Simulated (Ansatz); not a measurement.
# SnNH₃ + H₂: a complex and its separated parts

Aim: how far the complex at one end of a reaction step lies below its separated, relaxed parts, level by level.

Computed with Ansatz 0.2.0, Gaussian basis. Level: PBE0-D4/def2-TZVP structures, single points in def2-TZVPP, no counterpoise correction.

Levels: SPW92, PBE-D4, BLYP-D4, r2SCAN-D4, B97M-V, PBE0-D4, B3LYP-D4, r2SCAN0-D4, BHLYP-D4, CAM-B3LYP-D4, wB97X-V, wB97M-V, B2PLYP, PBE-QIDH, RPA on PBE, Hartree-Fock, MP2, CCSD, CCSD(T).

Cores are frozen in the correlated methods. Filled d shells of the heavier atoms are correlated. Core potentials replace the inner electrons past krypton, and spin-orbit coupling is left out. B3LYP uses VWN-RPA correlation. B2PLYP carries no dispersion term here.

51 further runs of the same task are left out: 1 that didn't finish, 50 set aside as unsound or not needed.

## 1. The system as given

The complex: 7 atoms, charge 0, spin multiplicity 1.

Atoms are counted from 1 here; the program's logs count them from 0.

Bond lengths: Sn1–N2 2.011 Å, Sn1–H5 1.781 Å, N2–H6 1.008 Å, N2–H7 1.008 Å, H3–H4 0.749 Å. Angles: N2–Sn1–H5 91.5°, Sn1–N2–H6 123.3°, Sn1–N2–H7 125.1°, H6–N2–H7 111.6°.

Geometry (Å):

```
Sn   -0.1147   -0.6207    1.1876
N     0.9433   -1.0297   -0.4736
H    -1.6574    1.7015   -0.0293
H    -2.2497    1.2490   -0.1041
H     0.6316    0.9906    1.3237
H     0.8551   -1.8920   -0.9874
H     1.5918   -0.3988   -0.9170
```

Its parts: SnNH₃ holds atoms 1, 2, 5, 6, 7; H₂ holds atoms 3, 4. Each part counts its atoms afresh in its own runs.

## 2. Relaxing SnNH₃ alone

relax-a/in.yaml

```yaml
crystal:
  periodic: [false, false, false]
  atoms:
    - {symbol: Sn, position_ang: [-0.114665, -0.620663, 1.187595]}
    - {symbol: N, position_ang: [0.943300, -1.029664, -0.473562]}
    - {symbol: H, position_ang: [0.631579, 0.990640, 1.323701]}
    - {symbol: H, position_ang: [0.855058, -1.892009, -0.987354]}
    - {symbol: H, position_ang: [1.591818, -0.398834, -0.917004]}
basis:
  gaussian: {orbitals: def2-TZVP}
hamiltonian: {xc: pbe0, dispersion: d4}
relax: {f_tol: 0.005, max_steps: 200}
```

Run with:

```console
$ ansatz run in.yaml --threads 2 --pin off --events-out ev --progress --plain --max-ram 4352MiB
```

Further steps of the session: Relaxing H₂ alone; SPW92/def2-TZVPP; PBE-D4/def2-TZVPP; BLYP-D4/def2-TZVPP; r2SCAN-D4/def2-TZVPP; B97M-V/def2-TZVPP; PBE0-D4/def2-TZVPP; B3LYP-D4/def2-TZVPP; r2SCAN0-D4/def2-TZVPP; BHLYP-D4/def2-TZVPP; CAM-B3LYP-D4/def2-TZVPP; wB97X-V/def2-TZVPP; wB97M-V/def2-TZVPP; B2PLYP/def2-TZVPP; PBE-QIDH/def2-TZVPP; RPA on PBE/def2-TZVPP; CCSD(T)/def2-TZVPP; Vibrations of SnNH₃; Vibrations of H₂.

What does the calculation give? Wanted: complex less parts, CCSD(T)/def2-TZVPP; with zero-point energy; largest T1 diagnostic.

**Answer**, as computed:

| quantity | value |
| --- | --- |
| complex less parts, CCSD(T)/def2-TZVPP | -0.0220 eV |
| with zero-point energy | +0.0303 eV |
| largest T1 diagnostic | 0.018 |

**Reading.** At CCSD(T) the complex lies 0.0220 eV below its parts. PBE-QIDH is the best functional here (-0.0053 eV from CCSD(T)); SPW92 is the worst (-0.0794 eV). By rung, the mean size of the error is: LDA 0.0794, GGA 0.0183, meta-GGA 0.0121, hybrid 0.0189, range-separated hybrid 0.0176, double hybrid 0.0111 eV. PBE-D4 gives a relative energy 0.0299 eV too low, an error of 136 % of the reference. No counterpoise was applied, and triple zeta lacks some correlation, so the CCSD(T) reference has a basis error of its own, and close matches with it are partly luck.
